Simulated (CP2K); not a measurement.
# One shape, several levels: CH4AlIn (SMILES [CH2]1[AlH][InH]1)

Aim: a comparison of 3 runs (BLYP-D3(BJ)/DZVP-MOLOPT-SR-GTH, PBE/DZVP-MOLOPT-SR-GTH, revPBE-D3(BJ)/TZV2P-MOLOPT-PBE-GTH) of CH4AlIn. 

The results are computed with CP2K 2026.2.

## (1) The system as given

CH4AlIn has 7 atoms, charge 0, and is taken as a singlet. SMILES: `[CH2]1[AlH][InH]1`. Geometry: relaxed at PBE0-D4/def2-TZVP.

Bond lengths: C1–Al2 1.874 Å, Al2–In3 2.543 Å, C1–H4 1.102 Å, C1–H5 1.092 Å, Al2–H6 1.584 Å, In3–H7 1.731 Å. Angles: C1–Al2–In3 65.0°, C1–Al2–H6 138.7°, In3–Al2–H6 138.8°, Al2–C1–H4 120.2°, Al2–C1–H5 127.0°, Al2–In3–H7 161.6°, H4–C1–H5 107.9°.

## (2) The energy at BLYP-D3(BJ)/DZVP-MOLOPT-SR-GTH (core potential) (run 1)

gas.inp

```
&GLOBAL
  PROJECT gas
  RUN_TYPE ENERGY
  PRINT_LEVEL MEDIUM
&END

&FORCE_EVAL
  METHOD QUICKSTEP
  &DFT
    BASIS_SET_FILE_NAME BASIS_MOLOPT
    POTENTIAL_FILE_NAME GTH_POTENTIALS
    &QS
      METHOD GPW
      EPS_DEFAULT 1.0E-10
    &END
    &MGRID
      CUTOFF 400
      REL_CUTOFF 50
      NGRIDS 4
    &END
    &POISSON
      PERIODIC NONE
      POISSON_SOLVER WAVELET
    &END
    &SCF
      SCF_GUESS ATOMIC
      EPS_SCF 1.0E-06
      MAX_SCF 80
      ADDED_MOS 10
      &DIAGONALIZATION
        ALGORITHM STANDARD
      &END
      &MIXING
        METHOD BROYDEN_MIXING
        ALPHA 0.2
        NBUFFER 8
      &END
    &END
    &XC
      &XC_FUNCTIONAL BLYP
      &END
      &VDW_POTENTIAL
        POTENTIAL_TYPE PAIR_POTENTIAL
        &PAIR_POTENTIAL
          TYPE DFTD3(BJ)
          PARAMETER_FILE_NAME dftd3.dat
          REFERENCE_FUNCTIONAL BLYP
          R_CUTOFF 15
        &END
      &END
    &END
    &PRINT
      &MOMENTS
        PERIODIC F
        REFERENCE COM
        MAX_MOMENT 1
      &END
      &MO ON
        ENERGIES T
        OCCUPATION_NUMBERS T
        NDIGITS 6
        &EACH
          QS_SCF 0
        &END
        ADD_LAST NUMERIC
      &END
      &HIRSHFELD OFF
      &END
    &END
  &END
  &SUBSYS
    &CELL
      ABC 14.5 14.5 14.5
      PERIODIC NONE
    &END
    &COORD
      C      6.040700     7.297800     6.544600
      Al     6.198500     8.080500     8.239900
      In     7.883000     6.241000     7.746100
      H      5.756800     6.237800     6.447200
      H      5.787500     7.800700     5.609000
      H      6.166100     9.523800     8.891000
      H      8.743200     4.976200     6.936200
    &END
    &KIND C
      BASIS_SET DZVP-MOLOPT-SR-GTH-q4
      POTENTIAL GTH-BLYP-q4
    &END
    &KIND Al
      BASIS_SET DZVP-MOLOPT-SR-GTH-q3
      POTENTIAL GTH-BLYP-q3
    &END
    &KIND In
      BASIS_SET DZVP-MOLOPT-SR-GTH-q13
      POTENTIAL GTH-BLYP-q13
    &END
    &KIND H
      BASIS_SET DZVP-MOLOPT-SR-GTH-q1
      POTENTIAL GTH-BLYP-q1
    &END
  &END
&END
```

Launch:

```bash
$ OMP_NUM_THREADS=1 cp2k.psmp -i gas.inp > gas.out 2>&1
```

The log of the run:

```text
CP2K| version string:                                       CP2K version 2026.2
[...]
 GLOBAL| Method name                                                        CP2K
[...]
 GLOBAL| Run type                                                         ENERGY
[...]
 DFT| Spin restricted Kohn-Sham (RKS) calculation                            RKS
 DFT| Multiplicity                                                             1
[...]
 DFT| Charge                                                                   0
[...]
 FUNCTIONAL| BECKE88:
 FUNCTIONAL| LYP:
[...]
 QS| Method:                                                                 GPW
[...]
 QS| Density cutoff [a.u.]:                                                200.0
[...]
 QS| Relative density cutoff [a.u.]:                                        25.0
[...]
                             - Atoms:                                          7
[...]
                             - Spherical basis functions:                     71
[...]
 Number of electrons:                                                         24
[...]
     1 NoMix/Diag. 0.20E+00    5.7     0.99416530       -65.4975508767 -6.55E+01
[...]
  *** SCF run converged in    25 steps ***
[...]
  Overlap energy of the core charge distribution:               0.00000054502961
  Self energy of the core charge distribution:               -114.58576150187248
  Core Hamiltonian energy:                                     35.43819481130216
  Hartree energy:                                              24.26455183145254
  Exchange-correlation energy:                                -11.17308030394257
  Dispersion energy:                                           -0.01059518847391
  Total energy:                                               -66.06668980650466
[...]
 ENERGY| Total FORCE_EVAL ( QS ) energy [hartree]            -66.066689806504655
[...]
```

It took 2.5 min on 1 thread of Arm Neoverse V1, shared host; peak memory 3.8 GiB.

## (3) A single-point energy at PBE/DZVP-MOLOPT-SR-GTH (core potential) (run 2)

job.inp

```
&force_eval
 method QS
 &dft
  basis_set_file_name BASIS_MOLOPT
  potential_file_name GTH_POTENTIALS
  charge 0
  multiplicity 1
  &qs
   method GPW
   eps_default 1.0E-10
  &end qs
  &mgrid
   cutoff 400
   rel_cutoff 50
   ngrids 4
  &end mgrid
  &poisson
   periodic NONE
   poisson_solver WAVELET
  &end poisson
  &scf
   scf_guess ATOMIC
   eps_scf 1.0E-06
   max_scf 80
   added_mos 5
   &diagonalization
    algorithm STANDARD
   &end diagonalization
   &mixing
    method BROYDEN_MIXING
    alpha 0.2
    nbuffer 4
   &end mixing
  &end scf
  &xc
   &xc_functional PBE
   &end xc_functional
  &end xc
  &print
   &moments
    periodic F
    reference COM
    max_moment 1
   &end moments
   &mo ON
    energies T
    occupation_numbers T
    ndigits 6
    &each
     qs_scf 0
    &end each
    add_last NUMERIC
   &end mo
   &hirshfeld OFF
   &end hirshfeld
  &end print
 &end dft
 &subsys
  &cell
   abc [angstrom] 14.5 14.5 14.5
   periodic NONE
  &end cell
  &coord
   C      6.040700     7.297800     6.544600
   Al     6.198500     8.080500     8.239900
   In     7.883000     6.241000     7.746100
   H      5.756800     6.237800     6.447200
   H      5.787500     7.800700     5.609000
   H      6.166100     9.523800     8.891000
   H      8.743200     4.976200     6.936200
  &end coord
  &kind C
   basis_set DZVP-MOLOPT-SR-GTH-q4
   potential GTH-PBE-q4
  &end kind
  &kind Al
   basis_set DZVP-MOLOPT-SR-GTH-q3
   potential GTH-PBE-q3
  &end kind
  &kind In
   basis_set DZVP-MOLOPT-SR-GTH-q13
   potential GTH-PBE-q13
  &end kind
  &kind H
   basis_set DZVP-MOLOPT-SR-GTH-q1
   potential GTH-PBE-q1
  &end kind
 &end subsys
&end force_eval

&global
 project_name job
 run_type ENERGY
 print_level MEDIUM
&end global
```

Launch:

```bash
$ OMP_NUM_THREADS=1 cp2k.psmp job.inp > job.out
```

The log of the run:

```text
CP2K| version string:                                       CP2K version 2026.2
[...]
 GLOBAL| Method name                                                        CP2K
[...]
 GLOBAL| Run type                                                         ENERGY
[...]
 DFT| Spin restricted Kohn-Sham (RKS) calculation                            RKS
 DFT| Multiplicity                                                             1
[...]
 DFT| Charge                                                                   0
[...]
 FUNCTIONAL| PBE:
 QS| Method:                                                                 GPW
[...]
 QS| Density cutoff [a.u.]:                                                200.0
[...]
 QS| Relative density cutoff [a.u.]:                                        25.0
[...]
                             - Atoms:                                          7
[...]
                             - Spherical basis functions:                     71
[...]
 Number of electrons:                                                         24
[...]
     1 NoMix/Diag. 0.20E+00    6.1     0.97710896       -65.6989908936 -6.57E+01
[...]
    28 Broy./Diag. 0.20E+00    6.3     0.00000059       -66.2709349696 -7.03E-06
  *** SCF run converged in    28 steps ***
[...]
  Overlap energy of the core charge distribution:               0.00000055826587
  Self energy of the core charge distribution:               -114.56978037090036
  Core Hamiltonian energy:                                     35.30438757225214
  Hartree energy:                                              24.24455920576506
  Exchange-correlation energy:                                -11.25010193501726
  Total energy:                                               -66.27093496963455
[...]
 ENERGY| Total FORCE_EVAL ( QS ) energy [hartree]            -66.270934969634553
[...]
```

Wall time 3 min (1 thread of Arm Neoverse V1, shared host); peak memory 3 GiB.

## (4) The energy at revPBE-D3(BJ)/TZV2P-MOLOPT-PBE-GTH (core potential) (run 3)

qs.inp

```
&GLOBAL
   PROJECT_NAME qs
   RUN_TYPE ENERGY
   PRINT_LEVEL MEDIUM
&END GLOBAL

&FORCE_EVAL
   METHOD Quickstep
   &DFT
      BASIS_SET_FILE_NAME BASIS_MOLOPT_UZH
      POTENTIAL_FILE_NAME POTENTIAL_UZH
      &QS
         METHOD GPW
         EPS_DEFAULT 1.0E-10
      &END QS
      &MGRID
         CUTOFF 400
         REL_CUTOFF 50
         NGRIDS 4
      &END MGRID
      &POISSON
         PERIODIC NONE
         POISSON_SOLVER WAVELET
      &END POISSON
      &SCF
         SCF_GUESS ATOMIC
         EPS_SCF 1.0E-06
         MAX_SCF 80
         ADDED_MOS 3
         &DIAGONALIZATION
            ALGORITHM STANDARD
         &END DIAGONALIZATION
         &MIXING
            METHOD BROYDEN_MIXING
            ALPHA 0.3
            NBUFFER 8
         &END MIXING
      &END SCF
      &XC
         &XC_FUNCTIONAL
            &PBE
               PARAMETRIZATION REVPBE
            &END PBE
         &END XC_FUNCTIONAL
         &VDW_POTENTIAL
            POTENTIAL_TYPE PAIR_POTENTIAL
            &PAIR_POTENTIAL
               TYPE DFTD3(BJ)
               PARAMETER_FILE_NAME dftd3.dat
               REFERENCE_FUNCTIONAL revPBE
               R_CUTOFF 15
            &END PAIR_POTENTIAL
         &END VDW_POTENTIAL
      &END XC
      &PRINT
         &MOMENTS
            PERIODIC F
            REFERENCE COM
            MAX_MOMENT 1
         &END MOMENTS
         &MO ON
            ENERGIES T
            OCCUPATION_NUMBERS T
            NDIGITS 6
            &EACH
               QS_SCF 0
            &END EACH
            ADD_LAST NUMERIC
         &END MO
         &HIRSHFELD OFF
         &END HIRSHFELD
      &END PRINT
   &END DFT
   &SUBSYS
      &CELL
         ABC 14.5 14.5 14.5
         PERIODIC NONE
      &END CELL
      &COORD
         C     -0.613000     0.132400    -0.657400
         Al    -0.455200     0.915100     1.037900
         In     1.229300    -0.924400     0.544100
         H     -0.896900    -0.927600    -0.754800
         H     -0.866200     0.635300    -1.593000
         H     -0.487600     2.358400     1.689000
         H      2.089500    -2.189200    -0.265800
      &END COORD
      &TOPOLOGY
         &CENTER_COORDINATES
         &END CENTER_COORDINATES
      &END TOPOLOGY
      &KIND C
         BASIS_SET TZV2P-MOLOPT-PBE-GTH-q4
         POTENTIAL GTH-PBE-q4
      &END KIND
      &KIND Al
         BASIS_SET TZV2P-MOLOPT-PBE-GTH-q3
         POTENTIAL GTH-PBE-q3
      &END KIND
      &KIND In
         BASIS_SET TZV2P-MOLOPT-PBE-GTH-q13
         POTENTIAL GTH-PBE-q13
      &END KIND
      &KIND H
         BASIS_SET TZV2P-MOLOPT-PBE-GTH-q1
         POTENTIAL GTH-PBE-q1
      &END KIND
   &END SUBSYS
&END FORCE_EVAL
```

Launch:

```bash
$ OMP_NUM_THREADS=1 cp2k.psmp -i qs.inp > qs.out 2>&1
```

The log of the run:

```text
CP2K| version string:                                       CP2K version 2026.2
[...]
 GLOBAL| Method name                                                        CP2K
[...]
 GLOBAL| Run type                                                         ENERGY
[...]
 DFT| Spin restricted Kohn-Sham (RKS) calculation                            RKS
 DFT| Multiplicity                                                             1
[...]
 DFT| Charge                                                                   0
[...]
 FUNCTIONAL| PBE:
[...]
 QS| Method:                                                                 GPW
[...]
 QS| Density cutoff [a.u.]:                                                200.0
[...]
 QS| Relative density cutoff [a.u.]:                                        25.0
[...]
                             - Atoms:                                          7
[...]
                             - Spherical basis functions:                    155
[...]
 Number of electrons:                                                         24
[...]
     1 NoMix/Diag. 0.30E+00    6.6     1.38337069       -66.0249756762 -6.60E+01
[...]
  *** SCF run converged in    26 steps ***
[...]
  Overlap energy of the core charge distribution:               0.00000057308327
  Self energy of the core charge distribution:               -114.56096318760069
  Core Hamiltonian energy:                                     35.29761397478656
  Hartree energy:                                              24.22908534990327
  Exchange-correlation energy:                                -11.30277816007380
  Dispersion energy:                                           -0.01035295975954
  Total energy:                                               -66.34739440966094
[...]
 ENERGY| Total FORCE_EVAL ( QS ) energy [hartree]            -66.347394409660936
[...]
```

Run time: 2.9 min. Hardware: 1 thread of Arm Neoverse V1, shared host; peak memory 3.8 GiB.

## (5) All runs side by side

```
run                                                level  core potential  added orbitals  energy (Eh)  dipole moment (D)  HOMO energy (eV)  LUMO energy (eV)  wall time
  1      BLYP-D3(BJ)/DZVP-MOLOPT-SR-GTH (core potential)        GTH-BLYP              10   -66.066690               0.58             -4.59             -2.60    2.5 min
  2              PBE/DZVP-MOLOPT-SR-GTH (core potential)         GTH-PBE               5   -66.270935               0.52             -4.77             -2.74      3 min
  3  revPBE-D3(BJ)/TZV2P-MOLOPT-PBE-GTH (core potential)         GTH-PBE               3   -66.347394               0.53             -4.85             -2.80    2.9 min
```

## (6) Summary of results

| quantity | value |
| --- | --- |
| run 3: total energy | -66.34739 Eh |
| run 3: dipole moment | 0.53 D |
| run 3: HOMO energy | -4.85 eV |
| run 3: LUMO energy | -2.80 eV |
| run 3: HOMO–LUMO gap | 2.05 eV |
| run 3: dispersion energy | -27.18 kJ/mol |

What this shows: The dipole moment (its size) runs from 0.52 D (PBE/DZVP-MOLOPT-SR-GTH) to 0.58 D (BLYP-D3(BJ)/DZVP-MOLOPT-SR-GTH). The HOMO–LUMO gap runs from 1.98 eV (BLYP-D3(BJ)/DZVP-MOLOPT-SR-GTH) to 2.05 eV (revPBE-D3(BJ)/TZV2P-MOLOPT-PBE-GTH). The two ends differ in method and basis. Totals of different functionals can't be ranked against each other. All runs together took 8.5 min, the longest 3 min.
